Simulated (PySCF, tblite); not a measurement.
**C₄H₁₅NSi₂: geometry, infrared bands and NMR shifts**

Wanted: the infrared bands and NMR shifts of C₄H₁₅NSi₂ (`CN(C)CC([SiH3])[SiH3]`), by calculation.

The runs use tblite 0.8.0 and PySCF 2.14.0, with density-fitted response routines of our own; the level of theory stands in each step. All values are computed, except where a source is named. Atoms are numbered from 0 throughout.

### Step 1. Starting geometry

22 atoms, charge 0, multiplicity 1; geometry from: force field or distance geometry start.

Bonds of the start (Å): C0–N1 1.48, N1–C2 1.46, N1–C3 1.47, C3–C4 1.54, C4–Si5 1.87, C4–Si6 1.89, C0–H7 1.10, C0–H8 1.09, C0–H9 1.09, C2–H10 1.09, C2–H11 1.10, C2–H12 1.09, C3–H13 1.10, C3–H14 1.09, C4–H15 1.09, Si5–H16 1.49, Si5–H17 1.49, Si5–H18 1.48, Si6–H19 1.49, Si6–H20 1.48, Si6–H21 1.48.

### Step 2. Geometry optimisation with GFN2-xTB

What the job is given:

```
{"job": {"kind": "relax", "xc": "GFN2-xTB", "basis": "xTB"}, "charge": 0, "multiplicity": 1}
C      2.333300     0.117700     1.323900
N      1.299300    -0.421500     0.413900
C      1.955500    -0.905500    -0.801700
C      0.268200     0.596900     0.146300
C     -1.002100     0.017200    -0.500800
Si    -2.027400    -1.148100     0.541700
Si    -2.254100     1.365600    -0.951300
H      1.882300     0.426100     2.282400
H      2.839800     0.985800     0.893500
H      3.072600    -0.641200     1.567300
H      2.721800    -1.638900    -0.572100
H      1.229700    -1.421100    -1.453200
H      2.402100    -0.084400    -1.363000
H     -0.011000     1.063700     1.103100
H      0.691900     1.400100    -0.463200
H     -0.747600    -0.480100    -1.435500
H     -1.268200    -2.384600     0.860300
H     -2.425900    -0.510100     1.823100
H     -3.249600    -1.581500    -0.167400
H     -2.707400     2.091600     0.269900
H     -3.421000     0.817600    -1.684700
H     -1.592800     2.354100    -1.833400
```

On the command line:

```console
$ OMP_NUM_THREADS=1 python probes_run.py task.json out
```

One launch serves the whole session: the jobs run in the order shown.

The program printed:

```text
step      E/eV     max force
  0    -614.23861    1.505
  1    -614.30929    0.670
  2    -614.33659    0.318
  3    -614.35155    0.405
  4    -614.37187    0.348
  5    -614.38690    0.311
  6    -614.39616    0.167
  7    -614.40038    0.128
  8    -614.40355    0.119
  9    -614.40717    0.136
 10    -614.41162    0.178
 11    -614.41710    0.198
 12    -614.42341    0.202
 13    -614.42955    0.180
 14    -614.43447    0.177
 15    -614.43810    0.166
 16    -614.44135    0.126
 17    -614.44513    0.152
 18    -614.44900    0.138
 19    -614.45215    0.114
 20    -614.45473    0.107
 21    -614.45752    0.124
 22    -614.46089    0.161
 23    -614.46426    0.137
 24    -614.46680    0.105
 25    -614.46867    0.099
 26    -614.47048    0.115
 27    -614.47224    0.105
 28    -614.47353    0.071
 29    -614.47423    0.053
 30    -614.47468    0.044
 31    -614.47506    0.040
 32    -614.47544    0.039
 33    -614.47584    0.043
 34    -614.47631    0.052
 35    -614.47691    0.060
 36    -614.47763    0.061
 37    -614.47844    0.063
 38    -614.47936    0.062
 39    -614.48043    0.078
 40    -614.48159    0.090
 41    -614.48268    0.062
 42    -614.48365    0.074
 43    -614.48457    0.074
 44    -614.48555    0.085
 45    -614.48658    0.080
 46    -614.48762    0.070
 47    -614.48875    0.073
 48    -614.48999    0.091
 49    -614.49116    0.089
 50    -614.49206    0.056
 51    -614.49279    0.057
 52    -614.49364    0.070
 53    -614.49477    0.109
 54    -614.49597    0.099
 55    -614.49681    0.051
 56    -614.49732    0.050
 57    -614.49783    0.068
 58    -614.49851    0.100
 59    -614.49931    0.092
 60    -614.50006    0.060
 61    -614.50069    0.046
 62    -614.50126    0.061
 63    -614.50183    0.075
 64    -614.50246    0.060
 65    -614.50321    0.056
 66    -614.50419    0.068
 67    -614.50524    0.129
 68    -614.50672    0.125
 69    -614.50825    0.090
 70    -614.51044    0.079
 71    -614.51168    0.087
 72    -614.51387    0.110
 73    -614.51534    0.089
 74    -614.51689    0.086
 75    -614.51784    0.139
 76    -614.51969    0.106
 77    -614.52186    0.100
 78    -614.52503    0.089
 79    -614.52608    0.081
 80    -614.52711    0.056
 81    -614.52779    0.053
 82    -614.52881    0.057
 83    -614.52975    0.066
 84    -614.53052    0.047
 85    -614.53096    0.046
 86    -614.53126    0.043
 87    -614.53157    0.043
 88    -614.53198    0.044
 89    -614.53230    0.033
 90    -614.53257    0.035
 91    -614.53280    0.031
 92    -614.53302    0.038
 93    -614.53322    0.039
 94    -614.53340    0.037
 95    -614.53361    0.038
 96    -614.53392    0.049
 97    -614.53436    0.056
 98    -614.53482    0.050
 99    -614.53519    0.034
100    -614.53547    0.029
101    -614.53573    0.031
102    -614.53595    0.028
103    -614.53610    0.019
104    -614.53622    0.024
105    -614.53637    0.027
106    -614.53659    0.030
107    -614.53682    0.025
108    -614.53697    0.023
109    -614.53705    0.021
110    -614.53711    0.020
111    -614.53720    0.019
112    -614.53729    0.021
113    -614.53735    0.015
114    -614.53738    0.012
115    -614.53741    0.011
116    -614.53745    0.015
117    -614.53749    0.018
118    -614.53753    0.016
119    -614.53756    0.016
120    -614.53759    0.015
121    -614.53764    0.017
122    -614.53767    0.016
123    -614.53770    0.011
124    -614.53771    0.008
```

It took 3.2 s on 1 thread of Intel Xeon at 2.50GHz, shared host; peak memory 0.18 GiB.

Along the way: (not every step is listed)

| step | energy from step 0 (eV) | largest force (eV/Å) |
| --- | --- | --- |
| 0 | 0.0000 | 1.5046 |
| 1 | -0.0707 | 0.6704 |
| 2 | -0.0980 | 0.3182 |
| 3 | -0.1129 | 0.4049 |
| 4 | -0.1333 | 0.3476 |
| 5 | -0.1483 | 0.3107 |
| 6 | -0.1576 | 0.1669 |
| 7 | -0.1618 | 0.1279 |
| 8 | -0.1649 | 0.1186 |
| 19 | -0.2135 | 0.1139 |
| 30 | -0.2361 | 0.0438 |
| 41 | -0.2441 | 0.0622 |
| 52 | -0.2550 | 0.0697 |
| 63 | -0.2632 | 0.0752 |
| 74 | -0.2783 | 0.0862 |
| 85 | -0.2924 | 0.0456 |
| 96 | -0.2953 | 0.0485 |
| 107 | -0.2982 | 0.0252 |
| 118 | -0.2989 | 0.0156 |
| 119 | -0.2989 | 0.0157 |
| 120 | -0.2990 | 0.0146 |
| 121 | -0.2990 | 0.0173 |
| 122 | -0.2991 | 0.0164 |
| 123 | -0.2991 | 0.0107 |
| 124 | -0.2991 | 0.0076 |

Distances of close pairs at the start and the end, largest changes first:

| bond | before (Å) | after (Å) | change (Å) |
| --- | --- | --- | --- |
| C4–Si5 | 1.870 | 1.911 | +0.042 |
| C0–N1 | 1.479 | 1.448 | -0.031 |
| Si6–H19 | 1.491 | 1.465 | -0.026 |
| Si5–H17 | 1.486 | 1.460 | -0.026 |
| Si5–H16 | 1.486 | 1.461 | -0.024 |
| Si6–H20 | 1.483 | 1.463 | -0.021 |
| N1–C3 | 1.474 | 1.457 | -0.017 |
| C3–C4 | 1.539 | 1.523 | -0.016 |

The end geometry stands in the next job.

### Step 3. Vibrational analysis with GFN2-xTB

What the job is given:

```
{"job": {"kind": "ir", "xc": "GFN2-xTB", "basis": "xTB"}, "charge": 0, "multiplicity": 1}
C      1.962707     0.089113     1.452100
N      1.074954    -0.335105     0.389651
C      1.805967    -1.046737    -0.637210
C      0.283559     0.755522    -0.164499
C     -1.022832     0.180853    -0.695349
Si    -1.445955    -1.250205     0.499010
Si    -2.354446     1.514244    -0.899481
H      1.379136     0.545158     2.250275
H      2.717878     0.812886     1.109200
H      2.477698    -0.781617     1.856911
H      2.276814    -1.926267    -0.199249
H      1.118830    -1.374677    -1.413737
H      2.586317    -0.422943    -1.100428
H      0.062132     1.448501     0.651102
H      0.838405     1.318033    -0.934096
H     -0.845946    -0.257590    -1.682157
H     -0.677024    -2.464711     0.235062
H     -1.301313    -0.815293     1.885511
H     -2.860993    -1.592282     0.271389
H     -2.679469     2.097428     0.404729
H     -3.552137     0.938023    -1.509827
H     -1.854692     2.587052    -1.769753
```

The program printed:

```text
mode    cm-1     km/mol
  1      66.7      7.38
  2      88.9      0.66
  3     112.9      0.70
  4     129.7      2.92
  5     163.9      2.05
  6     211.6      0.12
  7     218.9      1.10
  8     224.1      1.34
  9     267.8      0.42
 10     317.0      6.35
 11     402.9     15.04
 12     412.3      4.91
 13     461.8     17.95
 14     507.2     23.17
 15     529.9      3.28
 16     543.4     46.19
 17     592.8     96.87
 18     663.5     64.06
 19     760.0    324.09
 20     775.3    103.25
 21     791.6    402.15
 22     802.7    127.02
 23     813.3    379.15
 24     841.3    263.88
 25     859.1     40.29
 26     903.0     57.20
 27     954.9     20.09
 28    1038.9      4.19
 29    1045.1     15.37
 30    1076.2     10.15
 31    1091.4     16.61
 32    1109.6     31.65
 33    1146.8     57.33
 34    1175.1     20.00
 35    1263.0      6.94
 36    1269.3      6.81
 37    1281.1     16.33
 38    1360.9     12.36
 39    1411.5      0.32
 40    1423.5      0.15
 41    1484.3      1.61
 42    1488.2      3.63
 43    1493.5      1.67
 44    1494.6      1.42
 45    1502.4      7.18
 46    2171.3    337.22
 47    2214.1    402.45
 48    2244.8    155.19
 49    2268.0    233.38
 50    2268.7    310.86
 51    2278.4    486.01
 52    2822.8     72.35
 53    2853.3     27.45
 54    2862.5    188.10
 55    2921.2     54.62
 56    2959.9     47.44
 57    3007.2      0.41
 58    3012.1     72.01
 59    3018.3     34.68
 60    3034.5     32.96
```

Run time: 2.9 s. Hardware: 1 thread of Intel Xeon at 2.50GHz, shared host; peak memory 0.18 GiB.

The strongest bands and the atoms that carry them (share of the mass-weighted mode):

| cm⁻¹ | km/mol | atoms |
| --- | --- | --- |
| 760 | 324.1 | H17 48 %, H16 41 % |
| 792 | 402.1 | H20 33 %, H21 33 %, H19 13 % |
| 813 | 379.1 | H18 33 %, H17 33 % |
| 841 | 263.9 | H16 47 %, H18 43 % |
| 2171 | 337.2 | H18 94 % |
| 2214 | 402.4 | H21 93 % |
| 2269 | 310.9 | H20 50 %, H16 44 % |
| 2278 | 486.0 | H17 87 % |

### Step 4. NMR shieldings: PBE0/pcSseg-1

Settings changed since step 3:

```diff
@@ -1,2 +1,2 @@
-{"job": {"kind": "ir", "xc": "GFN2-xTB", "basis": "xTB"}, "charge": 0, "multiplicity": 1}
+{"job": {"kind": "nmr", "xc": "PBE0", "basis": "pcSseg-1"}, "charge": 0, "multiplicity": 1}
 C      1.962707     0.089113     1.452100
```

Method: GIAO PBE0/pcSseg-1 NMR shielding, non-relativistic, gas phase.

The program printed:

```text
coarse grid: 17960 points
cycle   1  E = -794.5269472949  dE =  3.741e-01  |g| = 3.766e-01  |ddm| = 3.997e+00
cycle   2  E = -794.5150486193  dE =  1.190e-02  |g| = 4.305e-01  |ddm| = 8.355e-01
cycle   3  E = -794.5636652369  dE = -4.862e-02  |g| = 6.456e-02  |ddm| = 5.188e-01
cycle   4  E = -794.5645575364  dE = -8.923e-04  |g| = 2.509e-02  |ddm| = 8.198e-02
cycle   5  E = -794.5646856853  dE = -1.281e-04  |g| = 5.943e-03  |ddm| = 2.184e-02
cycle   6  E = -794.5646918546  dE = -6.169e-06  |g| = 2.017e-03  |ddm| = 6.615e-03
final grid: 160256 points
cycle   7  E = -794.6044850258  dE = -4.061e-05  |g| = 8.409e-03  |ddm| = 3.205e-02
cycle   8  E = -794.6044736135  dE =  1.141e-05  |g| = 1.061e-02  |ddm| = 1.833e-02
cycle   9  E = -794.6045033082  dE = -2.969e-05  |g| = 9.289e-04  |ddm| = 1.082e-02
cycle  10  E = -794.6045035040  dE = -1.958e-07  |g| = 2.355e-04  |ddm| = 1.028e-03
cycle  11  E = -794.6045035159  dE = -1.197e-08  |g| = 4.761e-05  |ddm| = 1.908e-04
cycle  12  E = -794.6045035163  dE = -3.379e-10  |g| = 2.437e-05  |ddm| = 6.321e-05
converged SCF energy = -794.6045035163

GIAO shielding tensors (ppm)
atom      isotropic    diamagn.    paramagn.     s11        s22        s33       span
  0 C      138.296     246.092    -107.796    109.377    119.881    185.628     76.251
  1 N      207.562     323.571    -116.009    177.405    195.044    250.238     72.832
  2 C      143.505     248.410    -104.905    112.394    134.338    183.784     71.390
  3 C      127.807     250.718    -122.911    103.776    115.173    164.472     60.697
  4 C      183.129     258.380     -75.251    159.095    181.504    208.787     49.692
  5 Si     430.035     880.355    -450.320    392.704    421.752    475.650     82.946
  6 Si     420.158     880.037    -459.879    386.000    400.073    474.400     88.400
  7 H       29.198      31.196      -1.998     24.541     27.569     35.484     10.943
  8 H       29.508      29.782      -0.275     25.841     26.571     36.111     10.270
  9 H       29.384      30.089      -0.705     25.255     26.306     36.590     11.334
 10 H       29.501      31.020      -1.519     25.352     26.686     36.464     11.113
 11 H       29.080      32.673      -3.592     24.284     28.666     34.291     10.007
 12 H       30.042      30.746      -0.704     26.453     27.183     36.490     10.037
 13 H       29.613      35.358      -5.745     23.810     31.514     33.514      9.703
 14 H       29.414      33.974      -4.560     25.043     29.686     33.512      8.469
 15 H       30.828      34.143      -3.314     25.964     30.305     36.216     10.252
 16 H       27.764      30.862      -3.098     23.404     27.495     32.393      8.989
 17 H       28.133      31.001      -2.869     24.616     26.963     32.820      8.203
 18 H       27.997      29.993      -1.996     24.091     26.150     33.750      9.660
 19 H       28.009      29.270      -1.261     24.426     26.527     33.073      8.647
 20 H       27.729      28.761      -1.033     24.034     25.460     33.691      9.657
 21 H       27.778      28.931      -1.153     23.973     25.835     33.527      9.554
```

It took 96 s on 1 thread of Intel Xeon at 2.50GHz, shared host; peak memory 1 GiB.

The references, computed at this level on geometries of the same kind, shield at (ppm): ¹H TMS 31.72, ¹³C TMS 186.9, ²⁹Si TMS 349.2, ¹⁵N NH3 267.7. Their shielding less the atom's gives the shift. The references are single molecules in the gas phase, so shifts against H2O, NH3, PH3, H3PO4 or CFCl3 are not on the usual liquid scales and can be off by tens of ppm. Atoms listed in one row are averaged.

| atoms | environment | σ (ppm) | δ (ppm) | δ scaled to CDCl3 |
| --- | --- | --- | --- | --- |
| C3 | sp3 CH2 bonded to N | 127.8 | 59.1 | 55.8 |
| C0, C2 | methyl carbon bonded to N | 140.9 | 46.0 | 43.0 |
| C4 | sp3 CH bonded to 2 Si | 183.1 | 3.8 | 1.8 |
| H16, H17, H18, H19, H20, H21 | hydrogen on a silicon bonded to C | 27.90 | 3.82 | – |
| H7, H8, H9, H10, H11, H12 | hydrogen on a methyl carbon bonded to N | 29.45 | 2.26 | 2.24 |
| H13, H14 | hydrogen on an sp3 CH2 bonded to N | 29.51 | 2.20 | 2.18 |
| H15 | hydrogen on an sp3 CH bonded to 2 Si | 30.83 | 0.89 | 0.94 |
| N1 | amine nitrogen | 207.6 | 60.2 | – |
| Si5, Si6 | silicon bonded to C, 3 H | 425.1 | -75.9 | – |

The scaled column applies a straight-line fit of computed shieldings to shifts measured in CDCl3 (root-mean-square error 0.16 ppm for H, 1.9 ppm for C).

Charges from the same density, by scheme (e):

| atoms | Mulliken | IAO | Hirshfeld | ESP fit |
| --- | --- | --- | --- | --- |
| C0, C2 | -0.09 | -0.30 | -0.07 | -0.44 |
| N1 | -0.65 | -0.23 | -0.06 | 0.07 |
| C3 | 0.02 | -0.14 | -0.03 | -0.12 |
| C4 | -0.82 | -0.65 | -0.20 | -0.27 |
| Si5, Si6 | 0.54 | 0.60 | 0.29 | 0.30 |

Mayer bond orders: C0–N1 0.97, N1–C2 0.96, N1–C3 0.94, C3–C4 0.99, C4–Si5 0.85, C4–Si6 0.91.

### Step 5. Outcome

| quantity | value |
| --- | --- |
| strongest single infrared mode (GFN2-xTB) | 2278 cm⁻¹, 486 km/mol |
| zero-point energy (GFN2-xTB) | 109.4 kcal/mol |
| ¹³C shifts against TMS (PBE0/pcSseg-1, means over atoms taken as alike) | 59.1, 46.0, 3.8 ppm |
| ¹H shifts against TMS (PBE0/pcSseg-1, means over atoms taken as alike) | 3.82, 2.26, 2.20, 0.89 ppm |
| ¹⁵N shifts against NH3 (PBE0/pcSseg-1) | 60.2 ppm |
| ²⁹Si shifts against TMS (PBE0/pcSseg-1, means over atoms taken as alike) | -75.9 ppm |

Over 124 steps the energy fell by 0.299 eV; of the close pairs, C4–Si5 changed most, 1.870 to 1.911 Å. All 60 modes are real, so the xTB geometry is a minimum. The strongest single mode, at 2278 cm⁻¹, moves mainly H17. GFN2-xTB is a fitted tight-binding method: band positions and strengths are rough. Its intensities can rank the bands wrongly. The most deshielded carbon is C3 (sp3 CH2 bonded to N), at 59.1 ppm: pulled downfield by the heteroatom. At PBE0/pcSseg-1: The largest span, 86 ppm, is at Si5, Si6, where the paramagnetic term is -455 ppm.
